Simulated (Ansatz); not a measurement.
# CH2InN: vertical ionisation energy

How much energy removes an electron from CH2InN at fixed geometry? The cation is run at each level and the neutral's energy taken from earlier runs.

Method: unrestricted cation, the program's frozen cores in correlated methods; program: Ansatz 0.2.0, Gaussian basis.

Plan: UKS PBE-D4/def2-TZVPP; UKS r2SCAN-D4/def2-TZVPP; UKS PBE0-D4/def2-TZVPP; UKS B3LYP-D4/def2-TZVPP; UKS wB97X-V/def2-TZVPP; UKS wB97M-V/def2-TZVPP; UKS B2PLYP/def2-TZVPP; UHF-CCSD(T)/def2-TZVPP; UHF-MP2/def2-QZVPP; extrapolation to the limit; then −ε(HOMO) from the neutral's earlier runs with LDA (SPW92), PBE-D4, revPBE-D4, BLYP-D4, r2SCAN-D4, B97M-V, PBE0-D4, B3LYP-D4, r2SCANh-D4, r2SCAN0-D4, HSE06-D4, BHLYP-D4, CAM-B3LYP-D4, LC-ωPBE, ωB97X-V, ωB97M-V.

### 1 The relaxed structure

The geometry comes from an earlier relaxation with PBE0-D4 in a triple-zeta def2 set; it is a stationary point. In takes the def2 core potential; no spin-orbit term is included.

5 atoms, charge 0, spin multiplicity 1.

Atoms are counted from 1 here; the program's logs count them from 0.

Bond lengths: C1–N2 1.144 Å, C1–H4 1.069 Å, In3–H5 1.851 Å. Angles: N2–C1–H4 179.8°.

As a file:

```tsv
atom	x (Å)	y (Å)	z (Å)
C1	-0.2695	-1.4691	0.4976
N2	0.1295	-0.4323	0.2258
In3	1.2430	2.0394	-0.3498
H4	-0.6450	-2.4378	0.7504
H5	-0.4081	2.2262	-1.1654
```

### 2 Cation, UKS PBE-D4/def2-TZVPP

Contents of in.yaml:

```yaml
crystal:
  periodic: [false, false, false]
  atoms:
    - {symbol: C, position_ang: [-0.269516, -1.469137, 0.497649]}
    - {symbol: N, position_ang: [0.129540, -0.432316, 0.225845]}
    - {symbol: In, position_ang: [1.243006, 2.039359, -0.349755]}
    - {symbol: H, position_ang: [-0.645018, -2.437810, 0.750396]}
    - {symbol: H, position_ang: [-0.408114, 2.226205, -1.165436]}
basis:
  gaussian: {orbitals: def2-TZVPP}
total_charge: 1
magnetization: {spin_polarized: true, initial_magnetization: 1}
hamiltonian: {xc: pbe, dispersion: d4}
```

The run is started by

```
ansatz run in.yaml --threads 2 --pin off --events-out ev --progress --plain --max-ram 4352MiB
```

The runs that follow: Cation, UKS r2SCAN-D4/def2-TZVPP; Cation, UKS PBE0-D4/def2-TZVPP; Cation, UKS B3LYP-D4/def2-TZVPP; Cation, UKS wB97X-V/def2-TZVPP; Cation, UKS wB97M-V/def2-TZVPP; Cation, UKS B2PLYP (frozen core)/def2-TZVPP; Cation, UHF-CCSD(T)/def2-TZVPP; Cation, UHF-MP2/def2-QZVPP.

**Question.** What will the summary of the whole plan be? Wanted: ionisation energy, CCSD(T)/CBS; nearest functional by difference; nearest −ε(HOMO); −ε(HOMO) of PBE; T1 of the cation.

The runs gave:

```
                        quantity                value
  ionisation energy, CCSD(T)/CBS              7.32 eV
nearest functional by difference  B3LYP-D4 (-0.06 eV)
                nearest −ε(HOMO)   LC-ωPBE (+0.02 eV)
                 −ε(HOMO) of PBE              4.18 eV
                T1 of the cation                0.020
```

By cation minus neutral, the functionals miss by 0.24 eV at most. −ε(HOMO) of PBE misses by 3.1 eV, since self-interaction lifts the level. Among orbital estimates LC-ωPBE comes nearest. Hartree-Fock falls 1.19 eV short, as the neutral has more correlation energy than the cation. The cation may have settled in a state other than its lowest; no search over hole states beyond the program's own was made. Correlated methods include outer-core shells of In, which these sets cover unevenly. With outer-core shells in play the reference is unsure by up to some tenths of an eV, so close misses can't be ranked.
